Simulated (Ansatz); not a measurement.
# Sr3Ag: the cost of one run

Method: DFT PBE, scalar-relativistic, plane waves, PAW, in Ansatz 0.2.0.

### Step 1. The starting structure

Symmetry: Pm-3m, No. 221, cubic system. Conventional cell: a = 5.491 Å, b = 5.491 Å, c = 5.491 Å, α = 90.00°, β = 90.00°, γ = 90.00°. Around Sr (site symmetry 4/mmm) lie 8 Sr at 3.88 Å and 4 Ag at 3.88 Å. Ag (site symmetry m-3m) is surrounded by 12 Sr at 3.88 Å.

Structure file:

```
Sr Ag
1.0
     5.49088    0.00000    0.00000
     0.00000    5.49088    0.00000
     0.00000    0.00000    5.49088
Sr Ag
3 1
Direct
  0.00000 0.50000 0.50000
  0.50000 0.00000 0.50000
  0.50000 0.50000 0.00000
  0.00000 0.00000 0.00000
```

The structure comes from the Materials Project (structure only).

### Step 2. A distortion that keeps the symmetry

What differs from the listed cell: strain xx, yy, zz, yz, xz, xy = +3.0, +3.0, +3.0, +0.0, +0.0, +0.0 %.

File input.yaml:

```yaml
crystal:
  lattice:
    - [5.656699425, 0.0, 0.0]
    - [0.0, 5.656699425, 0.0]
    - [0.0, 0.0, 5.656699425]
  atoms:
    - { symbol: Sr, position: [0.0, 0.5, 0.5] }
    - { symbol: Sr, position: [0.5, 0.0, 0.5] }
    - { symbol: Sr, position: [0.5, 0.5, 0.0] }
    - { symbol: Ag, position: [0.0, 0.0, 0.0] }
basis:
  ecutwfc: 420
kpoints:
  mp_grid: { grid: [8, 8, 8] }
hamiltonian:
  xc: pbe
scf:
  occupations: { method: gaussian, width: 0.1 }
output:
  forces: true
  stress: true
  eigenvalues: true
  populations: true
```

Run with:

```
$ ansatz run input.yaml --threads 1 --pin off --max-ram 1331MiB --backend cpu --events-out ev --progress --plain --runs-dir out
```

Q: Estimate wall time and peak memory on 1 thread of an x86-64 CPU, shared host.

About 27 s, with a peak of 0.47 GiB.
